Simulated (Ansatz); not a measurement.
# Cl2H2Sn: the cost of one run

Method: RKS PBE-D4/def2-SVP, in Ansatz 0.2.0.

### 1 The structure to begin with

Bond lengths: Sn1–Cl4 2.422 Å, Sn1–Cl5 2.396 Å. Angles: Cl4–Sn1–Cl5 99.3°.

Coordinates:

```xyz
5

Sn    0.1445    0.9739   -0.4549
H     0.3121   -1.2670   -0.4378
H     1.2369   -0.9906   -0.5120
Cl   -2.0508   -0.0491   -0.5000
Cl    0.3573    1.3328    1.9046
```

### 2 A restrained relaxation towards end A

Springs on the bonds that form and break draw the guess towards this end; the thresholds are loose.

File input.yaml:

```yaml
crystal:
  periodic: [false, false, false]
  atoms:
    - { symbol: Sn, position_ang: [0.1445, 0.9739, -0.4549] }
    - { symbol: H, position_ang: [0.3121, -1.267, -0.4378] }
    - { symbol: H, position_ang: [1.2369, -0.9906, -0.512] }
    - { symbol: Cl, position_ang: [-2.0508, -0.0491, -0.5] }
    - { symbol: Cl, position_ang: [0.3573, 1.3328, 1.9046] }
basis:
  gaussian: { orbitals: def2-SVP }
hamiltonian:
  xc: pbe
  dispersion: d4
relax:
  f_tol: 0.15
  max_steps: 25
  restrain:
    - { distance: [2, 1], at: 1.92, k: 30.0 }
    - { distance: [0, 1], at: 1.7, k: 30.0 }
    - { distance: [0, 2], at: 1.7, k: 30.0 }
```

Command:

```bash
> ansatz run input.yaml --threads 1 --pin off --max-ram 2048MiB --backend cpu --events-out ev --progress --plain --runs-dir out
```

Q: Estimate wall time and peak memory on 1 thread of an Arm CPU, shared host.

About 30 s, with a peak of 0.12 GiB.
